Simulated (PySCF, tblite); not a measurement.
# C3H9BF2Si: geometry, infrared bands and NMR shifts

Aim: predict the infrared bands and NMR shifts of C3H9BF2Si (`CC(C)([SiH3])B(F)F`).

The runs use tblite 0.8.0 and PySCF 2.14.0, with density-fitted response routines of our own; the level of theory stands in each step. All values are computed, except where a source is named. Atoms are numbered from 0 throughout.

### Step 1. Starting geometry

16 atoms, charge 0, multiplicity 1; geometry from: force field or distance geometry start.

Bonds of the start (Å): C0–C1 1.50, C1–C2 1.50, C1–Si3 1.88, C1–B4 1.60, B4–F5 1.45, B4–F6 1.46, C0–H7 1.11, C0–H8 1.12, C0–H9 1.11, C2–H10 1.11, C2–H11 1.11, C2–H12 1.09, Si3–H13 1.48, Si3–H14 1.48, Si3–H15 1.50.

### Step 2. Optimising the geometry with GFN2-xTB

The job: settings as JSON, then the geometry in Å.

```
{"job": {"kind": "relax", "xc": "GFN2-xTB", "basis": "xTB"}, "charge": 0, "multiplicity": 1}
C     -0.670900    -0.729700    -1.096300
C     -0.125500     0.145000    -0.002500
C      0.605600     1.362400    -0.487800
Si     1.161500    -0.903800     0.872500
B     -1.330400     0.522400     0.983600
F     -2.010800    -0.611100     1.584800
F     -2.141200     1.694100     0.661800
H     -0.078200    -1.658700    -1.214500
H     -1.687300    -1.087300    -0.777400
H     -0.712900    -0.216400    -2.076100
H     -0.068600     2.234100    -0.652600
H      1.295200     1.657700     0.326500
H      1.194200     1.144400    -1.382200
H      2.502200    -0.462700     0.428100
H      1.028600    -2.314900     0.461100
H      1.030900    -0.766700     2.359600
```

Started as:

```
$ OMP_NUM_THREADS=1 python probes_run.py task.json out
```

One launch serves the whole session: the jobs run in the order shown.

The log of the run:

```text
step      E/eV     max force
  0    -639.09793    3.588
  1    -639.67992    2.420
  2    -639.93867    2.652
  3    -640.03340    0.920
  4    -640.09432    0.550
  5    -640.12238    0.546
  6    -640.13670    0.422
  7    -640.15443    0.345
  8    -640.17324    0.418
  9    -640.19047    0.344
 10    -640.20263    0.264
 11    -640.21409    0.286
 12    -640.22637    0.348
 13    -640.23902    0.371
 14    -640.25037    0.248
 15    -640.25953    0.249
 16    -640.26697    0.227
 17    -640.27305    0.201
 18    -640.27774    0.151
 19    -640.28169    0.164
 20    -640.28605    0.185
 21    -640.29202    0.205
 22    -640.29998    0.225
 23    -640.31005    0.263
 24    -640.32277    0.281
 25    -640.33732    0.330
 26    -640.34945    0.287
 27    -640.35757    0.229
 28    -640.36604    0.321
 29    -640.37117    0.347
 30    -640.38236    0.278
 31    -640.39088    0.208
 32    -640.40237    0.169
 33    -640.41082    0.216
 34    -640.42084    0.287
 35    -640.42921    0.234
 36    -640.43749    0.167
 37    -640.44129    0.153
 38    -640.44413    0.207
 39    -640.44839    0.163
 40    -640.45788    0.171
 41    -640.46524    0.187
 42    -640.47053    0.208
 43    -640.47433    0.159
 44    -640.47775    0.165
 45    -640.48067    0.131
 46    -640.48402    0.140
 47    -640.48642    0.127
 48    -640.48924    0.121
 49    -640.49283    0.153
 50    -640.49726    0.153
 51    -640.50094    0.125
 52    -640.50290    0.119
 53    -640.50425    0.147
 54    -640.50590    0.132
 55    -640.50902    0.118
 56    -640.51110    0.117
 57    -640.51396    0.098
 58    -640.51643    0.107
 59    -640.51845    0.091
 60    -640.51960    0.067
 61    -640.52051    0.077
 62    -640.52157    0.104
 63    -640.52281    0.162
 64    -640.52442    0.132
 65    -640.52656    0.150
 66    -640.52980    0.110
 67    -640.53232    0.128
 68    -640.53538    0.129
 69    -640.53698    0.143
 70    -640.53718    0.132
 71    -640.53849    0.065
 72    -640.53910    0.052
 73    -640.54011    0.049
 74    -640.54044    0.051
 75    -640.54092    0.058
 76    -640.54142    0.077
 77    -640.54220    0.059
 78    -640.54270    0.044
 79    -640.54301    0.050
 80    -640.54332    0.055
 81    -640.54377    0.066
 82    -640.54441    0.077
 83    -640.54513    0.059
 84    -640.54572    0.049
 85    -640.54610    0.046
 86    -640.54637    0.050
 87    -640.54664    0.050
 88    -640.54693    0.046
 89    -640.54721    0.041
 90    -640.54750    0.039
 91    -640.54780    0.044
 92    -640.54807    0.043
 93    -640.54831    0.036
 94    -640.54852    0.032
 95    -640.54869    0.029
 96    -640.54887    0.029
 97    -640.54905    0.032
 98    -640.54925    0.035
 99    -640.54948    0.037
100    -640.54975    0.039
101    -640.54998    0.048
102    -640.55015    0.033
103    -640.55032    0.033
104    -640.55055    0.053
105    -640.55088    0.074
106    -640.55120    0.063
107    -640.55138    0.032
108    -640.55146    0.023
109    -640.55151    0.017
110    -640.55159    0.031
111    -640.55171    0.040
112    -640.55189    0.040
113    -640.55207    0.035
114    -640.55221    0.024
115    -640.55230    0.022
116    -640.55235    0.020
117    -640.55239    0.013
118    -640.55241    0.011
119    -640.55243    0.013
120    -640.55246    0.012
121    -640.55249    0.014
122    -640.55252    0.013
123    -640.55255    0.012
124    -640.55257    0.010
125    -640.55258    0.006
```

It took 0.78 s on 1 thread of Arm Neoverse V1, shared host; peak memory 0.18 GiB.

Relaxation path: (not every step is listed)

| step | energy from step 0 (eV) | largest force (eV/Å) |
| --- | --- | --- |
| 0 | 0.0000 | 3.5881 |
| 1 | -0.5820 | 2.4201 |
| 2 | -0.8407 | 2.6524 |
| 3 | -0.9355 | 0.9196 |
| 4 | -0.9964 | 0.5502 |
| 5 | -1.0245 | 0.5456 |
| 6 | -1.0388 | 0.4216 |
| 7 | -1.0565 | 0.3449 |
| 8 | -1.0753 | 0.4181 |
| 19 | -1.1838 | 0.1640 |
| 30 | -1.2844 | 0.2783 |
| 41 | -1.3673 | 0.1866 |
| 52 | -1.4050 | 0.1194 |
| 63 | -1.4249 | 0.1622 |
| 74 | -1.4425 | 0.0508 |
| 85 | -1.4482 | 0.0455 |
| 96 | -1.4509 | 0.0291 |
| 107 | -1.4534 | 0.0318 |
| 118 | -1.4545 | 0.0110 |
| 120 | -1.4545 | 0.0124 |
| 121 | -1.4546 | 0.0137 |
| 122 | -1.4546 | 0.0127 |
| 123 | -1.4546 | 0.0124 |
| 124 | -1.4546 | 0.0104 |
| 125 | -1.4547 | 0.0059 |

Distances of close pairs at the start and the end, largest changes first:

```csv
bond,before (Å),after (Å),change (Å)
B4–F6,1.461,1.325,-0.136
B4–F5,1.452,1.325,-0.128
C1–Si3,1.877,1.938,+0.061
C1–B4,1.602,1.560,-0.043
Si3–H15,1.499,1.462,-0.037
C0–H8,1.124,1.087,-0.036
C1–C2,1.501,1.535,+0.035
C0–C1,1.503,1.535,+0.032
```

The final coordinates are the input of the step that follows.

### Step 3. Vibrational analysis with GFN2-xTB

The job: settings as JSON, then the geometry in Å.

```
{"job": {"kind": "ir", "xc": "GFN2-xTB", "basis": "xTB"}, "charge": 0, "multiplicity": 1}
C     -0.571511    -0.722090    -1.278321
C     -0.173707     0.109293    -0.050708
C      0.533448     1.393903    -0.505196
Si     1.076273    -0.931024     1.003547
B     -1.364293     0.378624     0.919872
F     -2.377092    -0.460029     1.080846
F     -1.401599     1.403618     1.758316
H      0.307854    -1.009485    -1.852672
H     -1.101837    -1.623782    -0.981405
H     -1.226421    -0.145421    -1.930858
H     -0.119887     1.977574    -1.153342
H      0.799775     2.013301     0.348025
H      1.439807     1.160613    -1.061826
H      2.204400    -1.191043     0.105438
H      0.452870    -2.186274     1.421181
H      1.514323    -0.158834     2.165691
```

The log of the run:

```text
mode    cm-1     km/mol
  1      51.8      0.07
  2     111.8      1.36
  3     124.2      0.17
  4     166.2      0.69
  5     210.2      0.00
  6     230.8      0.52
  7     235.4      0.18
  8     279.2      8.09
  9     320.7      2.34
 10     416.4      0.11
 11     439.9     19.16
 12     521.2      7.38
 13     546.3     53.94
 14     562.2     25.24
 15     610.1     46.18
 16     762.4    168.35
 17     763.3    230.62
 18     766.5    166.66
 19     788.1    302.38
 20     953.0     11.29
 21     978.7      1.29
 22    1032.9      5.05
 23    1131.2      0.86
 24    1153.5    175.08
 25    1159.0      0.61
 26    1237.4    357.82
 27    1300.3    328.06
 28    1412.2      1.28
 29    1426.7      2.36
 30    1493.6      0.19
 31    1503.9      6.93
 32    1506.1      4.13
 33    1514.9     12.86
 34    2256.1    262.89
 35    2282.6    359.77
 36    2282.8    221.22
 37    3000.9      4.97
 38    3002.7     64.98
 39    3010.7      0.70
 40    3016.1     66.05
 41    3036.9     20.36
 42    3037.3     28.00
```

Run time: 0.48 s. Hardware: 1 thread of Arm Neoverse V1, shared host; peak memory 0.18 GiB.

Which atoms move in the most intense modes:

| cm⁻¹ | km/mol | atoms |
| --- | --- | --- |
| 763 | 230.6 | H15 25 %, H14 21 %, C1 20 % |
| 788 | 302.4 | H13 41 %, H15 23 %, H14 23 % |
| 1154 | 175.1 | B4 22 %, C1 19 % |
| 1237 | 357.8 | B4 73 %, F6 12 %, F5 12 % |
| 1300 | 328.1 | B4 46 %, C1 32 % |
| 2256 | 262.9 | H13 97 % |
| 2283 | 359.8 | H15 87 % |
| 2283 | 221.2 | H14 88 % |

### Step 4. NMR shieldings: PBE0/pcSseg-1

The job, as its differences from that of step 3:

```diff
@@ -1,2 +1,2 @@
-{"job": {"kind": "ir", "xc": "GFN2-xTB", "basis": "xTB"}, "charge": 0, "multiplicity": 1}
+{"job": {"kind": "nmr", "xc": "PBE0", "basis": "pcSseg-1"}, "charge": 0, "multiplicity": 1}
 C     -0.571511    -0.722090    -1.278321
```

With the program's defaults for keys left out, this is: GIAO PBE0/pcSseg-1 NMR shielding, non-relativistic, gas phase.

The log of the run:

```text
coarse grid: 13720 points
cycle   1  E = -633.2281268044  dE =  5.202e-01  |g| = 6.576e-01  |ddm| = 3.376e+00
cycle   2  E = -633.1830649107  dE =  4.506e-02  |g| = 8.780e-01  |ddm| = 8.859e-01
cycle   3  E = -633.3056442428  dE = -1.226e-01  |g| = 4.351e-02  |ddm| = 4.928e-01
cycle   4  E = -633.3058780538  dE = -2.338e-04  |g| = 2.696e-02  |ddm| = 5.121e-02
cycle   5  E = -633.3060388946  dE = -1.608e-04  |g| = 5.410e-03  |ddm| = 2.544e-02
cycle   6  E = -633.3060456698  dE = -6.775e-06  |g| = 1.267e-03  |ddm| = 6.439e-03
final grid: 128320 points
cycle   7  E = -633.3545991688  dE = -6.062e-05  |g| = 7.668e-03  |ddm| = 2.640e-02
cycle   8  E = -633.3545904655  dE =  8.703e-06  |g| = 9.544e-03  |ddm| = 1.460e-02
cycle   9  E = -633.3546137127  dE = -2.325e-05  |g| = 7.199e-04  |ddm| = 8.433e-03
cycle  10  E = -633.3546138000  dE = -8.735e-08  |g| = 2.844e-04  |ddm| = 7.073e-04
cycle  11  E = -633.3546138130  dE = -1.292e-08  |g| = 6.277e-05  |ddm| = 1.814e-04
cycle  12  E = -633.3546138136  dE = -6.912e-10  |g| = 1.408e-05  |ddm| = 6.262e-05
converged SCF energy = -633.3546138136

GIAO shielding tensors (ppm)
atom      isotropic    diamagn.    paramagn.     s11        s22        s33       span
  0 C      164.769     247.745     -82.976    150.604    156.743    186.960     36.356
  1 C      173.770     255.164     -81.393    166.961    167.981    186.369     19.408
  2 C      164.752     247.749     -82.997    150.582    156.757    186.916     36.334
  3 Si     397.478     881.356    -483.879    353.444    370.173    468.816    115.372
  4 B       71.396     195.844    -124.449     38.546     79.289     96.352     57.805
  5 F      248.673     469.139    -220.465     76.590    291.914    377.516    300.926
  6 F      248.614     469.142    -220.528     76.587    291.863    377.392    300.805
  7 H       30.774      31.242      -0.467     26.621     28.875     36.827     10.206
  8 H       30.032      31.001      -0.969     25.745     27.891     36.461     10.716
  9 H       30.382      30.715      -0.333     26.081     27.627     37.439     11.358
 10 H       30.378      30.714      -0.336     26.081     27.623     37.428     11.347
 11 H       30.029      31.003      -0.974     25.744     27.891     36.453     10.709
 12 H       30.775      31.240      -0.465     26.621     28.871     36.833     10.212
 13 H       28.074      30.259      -2.184     25.000     26.290     32.933      7.934
 14 H       27.742      30.045      -2.303     24.185     25.907     33.134      8.949
 15 H       27.742      30.042      -2.300     24.181     25.906     33.137      8.956
```

Wall time 26 s (1 thread of Arm Neoverse V1, shared host); peak memory 0.78 GiB.

Shifts follow as δ = σ(reference) − σ, with reference shieldings (ppm) from runs at the same level and on the same kind of geometry: 1H TMS 31.72, 13C TMS 186.9, 29Si TMS 349.2, 19F CFCl3 170.9, 11B BF3·OEt2 100.1. The references are single molecules in the gas phase, so shifts against H2O, NH3, PH3, H3PO4 or CFCl3 are not on the usual liquid scales and can be off by tens of ppm. Atoms listed in one row are averaged.

| atoms | environment | σ (ppm) | δ (ppm) | δ scaled to CDCl3 |
| --- | --- | --- | --- | --- |
| C0, C2 | methyl carbon | 164.8 | 22.2 | 19.7 |
| C1 | fully substituted sp3 carbon bonded to B and Si | 173.8 | 13.2 | 10.9 |
| H13, H14, H15 | hydrogen on a silicon bonded to C | 27.85 | 3.86 | – |
| H7, H8, H9, H10, H11, H12 | hydrogen on a methyl carbon | 30.39 | 1.32 | 1.35 |
| Si3 | silicon bonded to C, 3 H | 397.5 | -48.3 | – |
| B4 | boron bonded to C, 2 F | 71.4 | 28.7 | – |
| F5, F6 | fluorine bonded to B | 248.6 | -77.7 | – |

The scaled column applies a straight-line fit of computed shieldings to shifts measured in CDCl3, and one for carbons that bear F (root-mean-square error 0.16 ppm for H, 1.9 ppm for C).

The run also stored atomic charges by several schemes (e):

```
 atoms  Mulliken    IAO  Hirshfeld  ESP fit
C0, C2     -0.19  -0.41      -0.12    -0.50
    C1     -0.89  -0.38      -0.13     0.09
   Si3      0.47   0.60       0.32     0.30
    B4      0.84   0.71       0.29     0.69
F5, F6     -0.29  -0.32      -0.14    -0.32
```

Mayer bond orders: C0–C1 1.00, C1–C2 1.00, C1–Si3 0.85, C1–B4 0.94, B4–F5 1.10, B4–F6 1.10.

### Step 5. Summary of results

| quantity | value |
| --- | --- |
| strongest single infrared mode (GFN2-xTB) | 2283 cm⁻¹, 360 km/mol |
| zero-point energy (GFN2-xTB) | 72.4 kcal/mol |
| 13C shifts against TMS (PBE0/pcSseg-1, means over atoms taken as alike) | 22.2, 13.2 ppm |
| 1H shifts against TMS (PBE0/pcSseg-1, means over atoms taken as alike) | 3.86, 1.32 ppm |
| 29Si shifts against TMS (PBE0/pcSseg-1) | -48.3 ppm |
| 11B shifts against BF3·OEt2 (PBE0/pcSseg-1) | 28.7 ppm |
| 19F shifts against CFCl3 (PBE0/pcSseg-1, means over atoms taken as alike) | -77.7 ppm |

What this shows: The optimisation took 125 steps and gained 1.455 eV; among the close pairs (by a distance rule), B4–F6 changed most, from 1.461 to 1.325 Å. No mode is imaginary among the 42: a minimum at this level. Unscaled tight-binding wavenumbers are off by several per cent, some by more. Its intensities can rank the bands wrongly. At PBE0/pcSseg-1: Shielding is most anisotropic at F5, F6 (span 301 ppm, paramagnetic term -220 ppm).
